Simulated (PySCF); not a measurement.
**A gas-phase reaction: FGeH3 + F2 → F2GeH2 + FH**

Wanted: the reaction energy for `[F][GeH3]` + `FF` → `[F][GeH2][F]` + `F`.

Computed with PySCF 2.14.0; each step states its level. No surroundings beyond the atoms listed, unless a continuum is named. Atoms count from 0, parts from 1.

### Step 1. Starting point

Each species was relaxed by itself at PBE0-D3(BJ)/def2-SVPD.

### Step 2. Reaction energy: wB97M-D3(BJ)/def2-TZVPD

The job: settings as JSON, then the geometry in Å.

```
{"job": {"kind": "react", "xc": "wB97M-D3(BJ)", "basis": "def2-TZVPD"}, "charge": 0, "multiplicity": 1}
-1 FGeH3 charge 0 multiplicity 1
F      0.229260    -0.863410    -1.417880
Ge    -0.054040     0.060830     0.054540
H     -1.574750     0.082860     0.247700
H      0.677190    -0.695270     1.169900
H      0.532640     1.453970    -0.202280

-1 F2 charge 0 multiplicity 1
F      0.688320     0.030170    -0.005610
F     -0.688320    -0.030170     0.005610

+1 F2GeH2 charge 0 multiplicity 1
F      1.535330     0.607630    -0.215140
Ge    -0.023440    -0.138790    -0.004320
F     -1.166620     1.170930    -0.110070
H     -0.258910    -1.057360    -1.200650
H     -0.081470    -0.689240     1.418320

+1 FH charge 0 multiplicity 1
F      0.458790     0.034640    -0.000300
H     -0.458790    -0.034640     0.000300
```

Level: wB97M-D3(BJ)/def2-TZVPD reaction energy of separated species, gas phase.

Started as:

```bash
$ OMP_NUM_THREADS=1 python cluster_run.py task.json out
```

This one command runs all jobs of the session in turn.

Log:

```text
species 1 (FGeH3)
coarse grid: 20136 points
cycle   1  E = -2178.6605093387  dE = -7.367e-01  |g| = 8.293e-01  |ddm| = 1.656e+00
cycle   2  E = -2178.6238556023  dE =  3.665e-02  |g| = 1.052e+00  |ddm| = 9.146e-01
cycle   3  E = -2178.7487978519  dE = -1.249e-01  |g| = 6.935e-02  |ddm| = 4.545e-01
cycle   4  E = -2178.7492576533  dE = -4.598e-04  |g| = 3.015e-02  |ddm| = 4.755e-02
cycle   5  E = -2178.7493721001  dE = -1.144e-04  |g| = 2.956e-03  |ddm| = 1.808e-02
cycle   6  E = -2178.7493750097  dE = -2.910e-06  |g| = 5.734e-04  |ddm| = 5.694e-03
final grid: 40760 points
cycle   7  E = -2178.7491759415  dE = -1.932e-07  |g| = 5.530e-04  |ddm| = 1.652e-03
cycle   8  E = -2178.7491759315  dE =  9.974e-09  |g| = 6.543e-04  |ddm| = 4.945e-04
cycle   9  E = -2178.7491759883  dE = -5.676e-08  |g| = 2.918e-05  |ddm| = 2.541e-04
cycle  10  E = -2178.7491759886  dE = -3.511e-10  |g| = 1.992e-05  |ddm| = 5.135e-05
converged SCF energy = -2178.7491759886

species 2 (F2)
coarse grid: 10600 points
cycle   1  E = -199.6113026414  dE =  1.194e-02  |g| = 3.458e-01  |ddm| = 1.052e+00
cycle   2  E = -199.6264089588  dE = -1.511e-02  |g| = 1.647e-01  |ddm| = 1.842e-01
cycle   3  E = -199.6293670648  dE = -2.958e-03  |g| = 2.217e-02  |ddm| = 5.435e-02
cycle   4  E = -199.6294286450  dE = -6.158e-05  |g| = 8.600e-03  |ddm| = 1.161e-02
cycle   5  E = -199.6294394948  dE = -1.085e-05  |g| = 7.501e-04  |ddm| = 4.105e-03
cycle   6  E = -199.6294396331  dE = -1.383e-07  |g| = 3.049e-05  |ddm| = 6.348e-04
final grid: 23208 points
cycle   7  E = -199.6294276997  dE = -2.228e-09  |g| = 2.061e-05  |ddm| = 1.239e-04
cycle   8  E = -199.6294276997  dE = -7.361e-11  |g| = 1.067e-05  |ddm| = 1.696e-05
converged SCF energy = -199.6294276997

species 3 (F2GeH2)
coarse grid: 22960 points
cycle   1  E = -2277.9590870986  dE = -5.981e-01  |g| = 1.007e+00  |ddm| = 1.638e+00
cycle   2  E = -2277.9011586661  dE =  5.793e-02  |g| = 1.305e+00  |ddm| = 1.113e+00
cycle   3  E = -2278.1027814483  dE = -2.016e-01  |g| = 5.931e-02  |ddm| = 5.579e-01
cycle   4  E = -2278.1031373139  dE = -3.559e-04  |g| = 3.270e-02  |ddm| = 4.884e-02
cycle   5  E = -2278.1032636109  dE = -1.263e-04  |g| = 4.442e-03  |ddm| = 1.922e-02
cycle   6  E = -2278.1032694149  dE = -5.804e-06  |g| = 8.550e-04  |ddm| = 6.648e-03
final grid: 46992 points
cycle   7  E = -2278.1031690851  dE = -5.765e-07  |g| = 7.791e-04  |ddm| = 2.201e-03
cycle   8  E = -2278.1031690991  dE = -1.399e-08  |g| = 8.947e-04  |ddm| = 7.194e-04
cycle   9  E = -2278.1031691985  dE = -9.937e-08  |g| = 5.868e-05  |ddm| = 3.684e-04
cycle  10  E = -2278.1031692018  dE = -3.279e-09  |g| = 1.770e-05  |ddm| = 1.411e-04
cycle  11  E = -2278.1031692019  dE = -1.501e-10  |g| = 6.036e-06  |ddm| = 3.092e-05
converged SCF energy = -2278.1031692019

species 4 (FH)
coarse grid: 7776 points
cycle   1  E = -100.4688197484  dE = -9.408e-02  |g| = 4.644e-01  |ddm| = 6.197e-01
cycle   2  E = -100.4725006481  dE = -3.681e-03  |g| = 5.038e-01  |ddm| = 3.808e-01
cycle   3  E = -100.5053148400  dE = -3.281e-02  |g| = 2.574e-02  |ddm| = 1.678e-01
cycle   4  E = -100.5053908180  dE = -7.598e-05  |g| = 5.006e-03  |ddm| = 1.077e-02
cycle   5  E = -100.5053954592  dE = -4.641e-06  |g| = 4.334e-04  |ddm| = 3.766e-03
final grid: 16976 points
cycle   6  E = -100.5053934795  dE = -6.412e-08  |g| = 1.050e-04  |ddm| = 8.216e-04
cycle   7  E = -100.5053934830  dE = -3.453e-09  |g| = 7.916e-05  |ddm| = 2.173e-04
cycle   8  E = -100.5053934838  dE = -8.212e-10  |g| = 2.088e-05  |ddm| = 3.725e-05
converged SCF energy = -100.5053934838

Reaction energy = -144.303 kcal/mol
```

Run time: 9.7 s. Hardware: 1 thread of Arm Neoverse V2, shared host; peak memory 0.54 GiB.

Species by species (with the dispersion term, which the log's SCF energies lack):

| ν | species | energy (Eh) | HOMO (eV) |
| --- | --- | --- | --- |
| -1 | [F][GeH3] | -2178.75179 | -12.11 |
| -1 | FF | -199.62975 | -14.36 |
| +1 | [F][GeH2][F] | -2278.10587 | -12.51 |
| +1 | F | -100.50563 | -14.54 |

### Step 3. Reaction energy: PBE0-D3(BJ)/def2-TZVPD

The job, as its differences from that of step 2:

```diff
@@ -1,2 +1,2 @@
-{"job": {"kind": "react", "xc": "wB97M-D3(BJ)", "basis": "def2-TZVPD"}, "charge": 0, "multiplicity": 1}
+{"job": {"kind": "react", "xc": "PBE0", "basis": "def2-TZVPD", "disp": "d3bj"}, "charge": 0, "multiplicity": 1}
 -1 FGeH3 charge 0 multiplicity 1
```

Level: PBE0-D3(BJ)/def2-TZVPD reaction energy of separated species, gas phase.

Log:

```text
species 1 (FGeH3)
coarse grid: 20136 points
cycle   1  E = -2178.2681151309  dE = -6.525e-01  |g| = 8.678e-01  |ddm| = 1.645e+00
cycle   2  E = -2178.0737105247  dE =  1.944e-01  |g| = 1.459e+00  |ddm| = 1.127e+00
cycle   3  E = -2178.3517311051  dE = -2.780e-01  |g| = 1.848e-01  |ddm| = 7.220e-01
cycle   4  E = -2178.3557138901  dE = -3.983e-03  |g| = 2.719e-02  |ddm| = 1.032e-01
cycle   5  E = -2178.3557866946  dE = -7.280e-05  |g| = 3.280e-03  |ddm| = 1.339e-02
cycle   6  E = -2178.3557886506  dE = -1.956e-06  |g| = 2.413e-04  |ddm| = 1.996e-03
final grid: 40760 points
cycle   7  E = -2178.3556423267  dE = -1.169e-07  |g| = 2.965e-04  |ddm| = 9.616e-04
cycle   8  E = -2178.3556423080  dE =  1.877e-08  |g| = 4.677e-04  |ddm| = 3.303e-04
cycle   9  E = -2178.3556423402  dE = -3.220e-08  |g| = 3.088e-05  |ddm| = 2.060e-04
cycle  10  E = -2178.3556423403  dE = -1.642e-10  |g| = 6.354e-06  |ddm| = 2.410e-05
converged SCF energy = -2178.3556423403

species 2 (F2)
coarse grid: 2176 points
cycle   1  E = -199.3949385865  dE =  9.181e-02  |g| = 2.764e-01  |ddm| = 1.052e+00
cycle   2  E = -199.4014673975  dE = -6.529e-03  |g| = 1.374e-01  |ddm| = 1.363e-01
cycle   3  E = -199.4037823306  dE = -2.315e-03  |g| = 2.290e-02  |ddm| = 5.059e-02
cycle   4  E = -199.4038453368  dE = -6.301e-05  |g| = 8.080e-03  |ddm| = 1.132e-02
cycle   5  E = -199.4038535422  dE = -8.205e-06  |g| = 1.817e-04  |ddm| = 3.279e-03
final grid: 23208 points
cycle   6  E = -199.4096320174  dE = -7.842e-06  |g| = 1.275e-03  |ddm| = 8.102e-03
cycle   7  E = -199.4096320706  dE = -5.318e-08  |g| = 1.043e-03  |ddm| = 8.931e-04
cycle   8  E = -199.4096322097  dE = -1.391e-07  |g| = 7.366e-05  |ddm| = 4.304e-04
cycle   9  E = -199.4096322104  dE = -6.974e-10  |g| = 1.949e-05  |ddm| = 3.138e-05
converged SCF energy = -199.4096322104

species 3 (F2GeH2)
coarse grid: 22960 points
cycle   1  E = -2277.4547627870  dE = -4.936e-01  |g| = 1.051e+00  |ddm| = 1.662e+00
cycle   2  E = -2277.1447144371  dE =  3.100e-01  |g| = 1.828e+00  |ddm| = 1.412e+00
cycle   3  E = -2277.5964323660  dE = -4.517e-01  |g| = 1.516e-01  |ddm| = 9.045e-01
cycle   4  E = -2277.5987423957  dE = -2.310e-03  |g| = 4.008e-02  |ddm| = 9.463e-02
cycle   5  E = -2277.5989032817  dE = -1.609e-04  |g| = 3.043e-03  |ddm| = 1.889e-02
cycle   6  E = -2277.5989049091  dE = -1.627e-06  |g| = 5.398e-04  |ddm| = 2.008e-03
final grid: 46992 points
cycle   7  E = -2277.5988704482  dE = -3.042e-07  |g| = 5.314e-04  |ddm| = 1.316e-03
cycle   8  E = -2277.5988704056  dE =  4.260e-08  |g| = 7.870e-04  |ddm| = 6.844e-04
cycle   9  E = -2277.5988704914  dE = -8.573e-08  |g| = 8.785e-05  |ddm| = 3.801e-04
cycle  10  E = -2277.5988704926  dE = -1.274e-09  |g| = 2.561e-05  |ddm| = 6.431e-05
cycle  11  E = -2277.5988704927  dE = -6.094e-11  |g| = 3.039e-06  |ddm| = 1.348e-05
converged SCF energy = -2277.5988704927

species 4 (FH)
coarse grid: 1712 points
cycle   1  E = -100.3540844112  dE = -3.605e-02  |g| = 4.957e-01  |ddm| = 6.253e-01
cycle   2  E = -100.3145663971  dE =  3.952e-02  |g| = 7.430e-01  |ddm| = 5.125e-01
cycle   3  E = -100.3938066429  dE = -7.924e-02  |g| = 2.284e-02  |ddm| = 2.892e-01
cycle   4  E = -100.3938822076  dE = -7.556e-05  |g| = 4.205e-03  |ddm| = 9.787e-03
cycle   5  E = -100.3938841913  dE = -1.984e-06  |g| = 3.555e-04  |ddm| = 1.247e-03
final grid: 16976 points
cycle   6  E = -100.3948395848  dE = -1.854e-05  |g| = 3.983e-03  |ddm| = 7.486e-03
cycle   7  E = -100.3948376755  dE =  1.909e-06  |g| = 5.476e-03  |ddm| = 3.341e-03
cycle   8  E = -100.3948417318  dE = -4.056e-06  |g| = 9.967e-05  |ddm| = 2.005e-03
cycle   9  E = -100.3948417331  dE = -1.289e-09  |g| = 1.782e-05  |ddm| = 3.938e-05
cycle  10  E = -100.3948417331  dE = -4.792e-11  |g| = 3.051e-06  |ddm| = 1.027e-05
converged SCF energy = -100.3948417331

Reaction energy = -143.390 kcal/mol
```

Run time: 5.1 s. Hardware: 1 thread of Arm Neoverse V2, shared host; peak memory 0.52 GiB.

Reaction energy at this level: -143.4 kcal/mol.

### Step 4. Reaction energy: MP2/def2-TZVPD

The job, as its differences from that of step 3:

```diff
@@ -1,2 +1,2 @@
-{"job": {"kind": "react", "xc": "PBE0", "basis": "def2-TZVPD", "disp": "d3bj"}, "charge": 0, "multiplicity": 1}
+{"job": {"kind": "react", "xc": "MP2", "basis": "def2-TZVPD"}, "charge": 0, "multiplicity": 1}
 -1 FGeH3 charge 0 multiplicity 1
```

Level: MP2/def2-TZVPD reaction energy of separated species, gas phase.

Log:

```text
species 1 (FGeH3)
final grid: 40760 points
cycle   1  E = -2176.5571831760  dE = -8.752e-01  |g| = 6.103e-01  |ddm| = 1.635e+00
cycle   2  E = -2176.6000402524  dE = -4.286e-02  |g| = 4.673e-01  |ddm| = 5.169e-01
cycle   3  E = -2176.6247910648  dE = -2.475e-02  |g| = 3.166e-02  |ddm| = 2.114e-01
cycle   4  E = -2176.6252613682  dE = -4.703e-04  |g| = 8.185e-03  |ddm| = 5.110e-02
cycle   5  E = -2176.6252817484  dE = -2.038e-05  |g| = 3.111e-03  |ddm| = 1.258e-02
cycle   6  E = -2176.6252833061  dE = -1.558e-06  |g| = 7.480e-04  |ddm| = 3.008e-03
cycle   7  E = -2176.6252835532  dE = -2.471e-07  |g| = 2.205e-04  |ddm| = 1.431e-03
cycle   8  E = -2176.6252835850  dE = -3.178e-08  |g| = 4.662e-05  |ddm| = 3.858e-04
cycle   9  E = -2176.6252835862  dE = -1.252e-09  |g| = 5.936e-06  |ddm| = 1.079e-04
cycle  10  E = -2176.6252835863  dE = -2.547e-11  |g| = 9.147e-07  |ddm| = 1.582e-05
converged SCF energy = -2176.6252835863

species 2 (F2)
final grid: 23208 points
cycle   1  E = -198.7437218523  dE = -9.862e-02  |g| = 3.997e-01  |ddm| = 1.051e+00
cycle   2  E = -198.7662951384  dE = -2.257e-02  |g| = 1.393e-01  |ddm| = 1.852e-01
cycle   3  E = -198.7684696857  dE = -2.175e-03  |g| = 2.171e-02  |ddm| = 5.087e-02
cycle   4  E = -198.7685849132  dE = -1.152e-04  |g| = 5.686e-03  |ddm| = 1.383e-02
cycle   5  E = -198.7685924542  dE = -7.541e-06  |g| = 9.806e-04  |ddm| = 3.640e-03
cycle   6  E = -198.7685927333  dE = -2.790e-07  |g| = 1.391e-04  |ddm| = 7.865e-04
cycle   7  E = -198.7685927377  dE = -4.443e-09  |g| = 1.112e-05  |ddm| = 1.118e-04
cycle   8  E = -198.7685927377  dE = -3.627e-11  |g| = 1.257e-06  |ddm| = 1.187e-05
converged SCF energy = -198.7685927377

species 3 (F2GeH2)
final grid: 46992 points
cycle   1  E = -2275.4685111397  dE = -7.853e-01  |g| = 7.793e-01  |ddm| = 1.616e+00
cycle   2  E = -2275.5350546161  dE = -6.654e-02  |g| = 5.917e-01  |ddm| = 6.563e-01
cycle   3  E = -2275.5760088696  dE = -4.095e-02  |g| = 3.655e-02  |ddm| = 2.589e-01
cycle   4  E = -2275.5766081504  dE = -5.993e-04  |g| = 1.014e-02  |ddm| = 5.433e-02
cycle   5  E = -2275.5766485575  dE = -4.041e-05  |g| = 2.195e-03  |ddm| = 1.621e-02
cycle   6  E = -2275.5766510850  dE = -2.528e-06  |g| = 7.647e-04  |ddm| = 3.933e-03
cycle   7  E = -2275.5766513830  dE = -2.980e-07  |g| = 3.502e-04  |ddm| = 1.078e-03
cycle   8  E = -2275.5766514226  dE = -3.954e-08  |g| = 4.944e-05  |ddm| = 4.231e-04
cycle   9  E = -2275.5766514237  dE = -1.143e-09  |g| = 6.772e-06  |ddm| = 1.049e-04
cycle  10  E = -2275.5766514237  dE = -1.728e-11  |g| = 1.893e-06  |ddm| = 1.038e-05
converged SCF energy = -2275.5766514237

species 4 (FH)
final grid: 16976 points
cycle   1  E = -100.0371196903  dE = -1.649e-01  |g| = 4.007e-01  |ddm| = 6.032e-01
cycle   2  E = -100.0578874625  dE = -2.077e-02  |g| = 2.336e-01  |ddm| = 2.533e-01
cycle   3  E = -100.0646339314  dE = -6.746e-03  |g| = 2.356e-02  |ddm| = 8.091e-02
cycle   4  E = -100.0647513623  dE = -1.174e-04  |g| = 6.199e-03  |ddm| = 1.253e-02
cycle   5  E = -100.0647670748  dE = -1.571e-05  |g| = 1.459e-03  |ddm| = 5.122e-03
cycle   6  E = -100.0647683478  dE = -1.273e-06  |g| = 2.290e-04  |ddm| = 1.848e-03
cycle   7  E = -100.0647683822  dE = -3.439e-08  |g| = 1.958e-05  |ddm| = 4.211e-04
cycle   8  E = -100.0647683824  dE = -1.846e-10  |g| = 2.360e-06  |ddm| = 2.495e-05
converged SCF energy = -100.0647683824

Reaction energy = -154.665 kcal/mol
```

Run time: 2.4 s. Hardware: 1 thread of Arm Neoverse V2, shared host; peak memory 0.4 GiB.

Reaction energy at this level: -154.7 kcal/mol.

### Step 5. Comparing the runs

Energies in kcal/mol, with wall time:

| run | reaction | time |
| --- | --- | --- |
| wB97M-D3(BJ)/def2-TZVPD | -144.3 | 9.7 s |
| PBE0-D3(BJ)/def2-TZVPD | -143.4 | 5.1 s |
| MP2/def2-TZVPD | -154.7 | 2.4 s |

### Step 6. Summary of results

| quantity | value |
| --- | --- |
| reaction energy (wB97M-D3(BJ)/def2-TZVPD) | -144.3 kcal/mol |
| ΔH, ΔG at 298 K (xTB thermal terms) | -143.0, -143.0 kcal/mol |
| range of the reaction energy over the runs of this table | -154.7 to -143.4 kcal/mol |

The reaction is exothermic by 143.0 kcal/mol in the gas phase; dispersion gives -0.00, and xTB itself gave -110.5 for the electronic energy (xTB energies and thermal terms come from the earlier relaxation of each species, not shown). No barrier was sought. xTB and this level differ widely in the electronic energy, so what comes from xTB (the thermal terms above all) is less safe here. The reaction energy runs from -154.7 (MP2/def2-TZVPD) to -143.4 kcal/mol (PBE0-D3(BJ)/def2-TZVPD).
